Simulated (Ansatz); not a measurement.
BClH₂Se, SMILES ClB[SeH], a relaxed scan of one distance

With Ansatz 0.2.0 through its Python package.

`bclh2se.xyz`
```text
5

Cl   -2.00990   -0.14380    0.32690
B    -0.34280   -0.45000   -0.25010
Se    0.90860    1.07280   -0.58120
H     0.08900   -1.55130   -0.41580
H     1.40500    0.99870    0.87880
```

Interactive session:
```pycon
>>> import warnings
>>> import ansatz as az
>>> import numpy as np
>>> BASIS = "def2-SVP"
>>> FUNCTIONAL = "B3LYP"
>>> warnings.simplefilter("ignore", az.DeckWarning)
>>> bclh2se = az.Crystal.molecule_from_extxyz("bclh2se.xyz")
>>> job = bclh2se.calculation().basis(gaussian=BASIS).functional(FUNCTIONAL).scf(lower_state_search="light")
>>> symbols = [site.symbol for site in bclh2se.cartesian_sites]
>>> pairs = [(0, 1), (1, 2), (1, 3), (2, 4)]
>>> print("held (A)   E (eV)        ", "  ".join(f"{symbols[i]}{i}-{symbols[j]}{j}" for i, j in pairs))
held (A)   E (eV)         Cl0-B1  B1-Se2  B1-H3  Se2-H4
>>> for length in [1.1, 1.19, 1.29, 1.43, 1.61]:
...     report = job.relax(constraints=[az.DistanceConstraint((1, 3), at=length)], force_tolerance=0.02, max_steps=60).run(threads=1, backend="cpu").report
...     xyz = np.array(report["positions_ang"])
...     print(f"{length:6.2f} {report['free_energy_ev']:14.5f}  ", "  ".join(f"{np.linalg.norm(xyz[i] - xyz[j]):.3f}" for i, j in pairs))
...
  1.10   -78571.57418   1.759  1.930  1.100  1.476
  1.19   -78571.71233   1.758  1.930  1.190  1.476
  1.29   -78571.62633   1.755  1.929  1.290  1.476
  1.43   -78571.26338   1.750  1.927  1.430  1.475
  1.61   -78570.61254   1.743  1.922  1.610  1.475
```

What to keep in mind:
- These settings explore the input space; basis and method may be short of convergence.
- The energies are electronic: no zero-point or thermal terms, and the basis set is short of its limit.
- b3lyp holds the VWN-RPA fit, as in Gaussian; the form of ORCA and Turbomole is b3lyp5.
- The script silences the warnings on its input, which a real study should read.
- Hardware and time: 2.3 min on 1 thread of Intel(R) Xeon(R) Platinum 8488C (Sapphire Rapids) (shared host), peak memory 0.23 GiB.

(Lines on the test bed's own set-up are left out of the output.)
